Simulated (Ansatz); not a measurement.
# C₄H₅F₃: a ladder of functionals and wavefunction methods

The task here is to estimate one member of a computed series from the others.

The runs use Ansatz 0.2.0, Gaussian basis; functionals in def2-TZVPP, the program's frozen cores in correlated methods.

Levels to be run: LDA (SPW92), PBE-D4, revPBE-D4, BLYP-D4, r2SCAN-D4, B97M-V, PBE0-D4, B3LYP-D4, r2SCANh-D4, r2SCAN0-D4, HSE06-D4, BHLYP-D4, CAM-B3LYP-D4, LC-ωPBE, ωB97X-V, ωB97M-V, B2PLYP, PBE-QIDH; CCSD(T)/def2-SVP; CCSD(T)/def2-TZVPP; MP2/def2-QZVPP; extrapolation to the limit; RPA on PBE.

## The geometry

The geometry comes from an earlier relaxation with PBE0-D4 in a triple-zeta def2 set; it is a stationary point, not always the lowest conformer.

SMILES `C/C(F)=C/C(F)F`, 12 atoms, charge 0, spin multiplicity 1.

Atoms are counted from 1 here; the program's logs count them from 0.

Bond lengths: C1–C2 1.478 Å, C1–H8 1.093 Å, C1–H9 1.093 Å, C1–H10 1.089 Å, C2–F3 1.344 Å, C2–C4 1.325 Å, C4–C5 1.480 Å, C4–H11 1.082 Å, C5–F6 1.363 Å, C5–F7 1.363 Å, C5–H12 1.092 Å. Angles: C2–C1–H8 110.1°, C2–C1–H9 110.1°, C2–C1–H10 110.7°, H8–C1–H9 107.5°, H8–C1–H10 109.2°, H9–C1–H10 109.2°, C1–C2–F3 112.2°, C1–C2–C4 128.0°, F3–C2–C4 119.8°, C2–C4–C5 123.9°, C2–C4–H11 119.2°, C5–C4–H11 117.0°, C4–C5–F6 110.2°, C4–C5–F7 110.1°, C4–C5–H12 113.7°, F6–C5–F7 106.3°, F6–C5–H12 108.1°, F7–C5–H12 108.1°.

Set-up of the first run:

in.yaml reads:

```yaml
crystal:
  periodic: [false, false, false]
  atoms:
    - {symbol: C, position_ang: [-0.159584, -1.932020, 0.397858]}
    - {symbol: C, position_ang: [0.007785, -0.609046, -0.239068]}
    - {symbol: F, position_ang: [0.195038, -0.705387, -1.566427]}
    - {symbol: C, position_ang: [-0.008982, 0.582810, 0.338945]}
    - {symbol: C, position_ang: [0.169022, 1.857457, -0.392453]}
    - {symbol: F, position_ang: [-0.919598, 2.657838, -0.212984]}
    - {symbol: F, position_ang: [1.234127, 2.542711, 0.111256]}
    - {symbol: H, position_ang: [-1.019408, -2.450899, -0.034092]}
    - {symbol: H, position_ang: [0.723610, -2.550251, 0.216560]}
    - {symbol: H, position_ang: [-0.308086, -1.826985, 1.471186]}
    - {symbol: H, position_ang: [-0.160739, 0.648043, 1.408767]}
    - {symbol: H, position_ang: [0.323914, 1.730528, -1.465548]}
basis:
  gaussian: {orbitals: def2-TZVPP}
hamiltonian: {xc: lda}
output: {orbitals: {seedname: orbitals}}
```

Started as:

```
$ ansatz run in.yaml --threads 4 --pin off --events-out ev --progress --plain --max-ram 11315MiB
```

Among the steps run: LDA; PBE-D4 (GGA); revPBE-D4 (GGA); BLYP-D4 (GGA); r2SCAN-D4 (meta-GGA); B97M-V (meta-GGA); B3LYP-D4 (hybrid); r2SCANh-D4 (hybrid); r2SCAN0-D4 (hybrid); HSE06-D4 (hybrid); BHLYP-D4 (hybrid); CAM-B3LYP-D4 (range-separated); LC-ωPBE (range-separated); ωB97X-V (range-separated); ωB97M-V (range-separated); B2PLYP (double hybrid); PBE-QIDH (double hybrid).

One table of the session follows, with a row left open; its other results are not shown here.

It belongs to the step «Frontier levels by functional». 

```
  functional  HOMO (eV)  gap (eV)
 LDA (SPW92)      -6.85      5.33
      PBE-D4      -6.64      5.39
   revPBE-D4          ?         ?
     BLYP-D4      -6.52      5.38
   r2SCAN-D4      -6.89      5.86
      B97M-V      -6.94      5.99
     PBE0-D4      -7.92      7.69
    B3LYP-D4      -7.71      7.22
  r2SCANh-D4      -7.37      6.71
  r2SCAN0-D4      -8.09      7.99
    HSE06-D4      -7.52      6.90
    BHLYP-D4      -9.07      9.97
CAM-B3LYP-D4      -9.31     10.22
     LC-ωPBE     -10.66     12.77
     ωB97X-V     -10.27     12.33
     ωB97M-V     -10.18     12.12
```

Estimate the missing values for revPBE-D4.

**Answer.** HOMO (eV): -6.56; gap (eV): 5.42. In the column «HOMO (eV)» it lies between PBE-D4 (-6.64) and BLYP-D4 (-6.52).
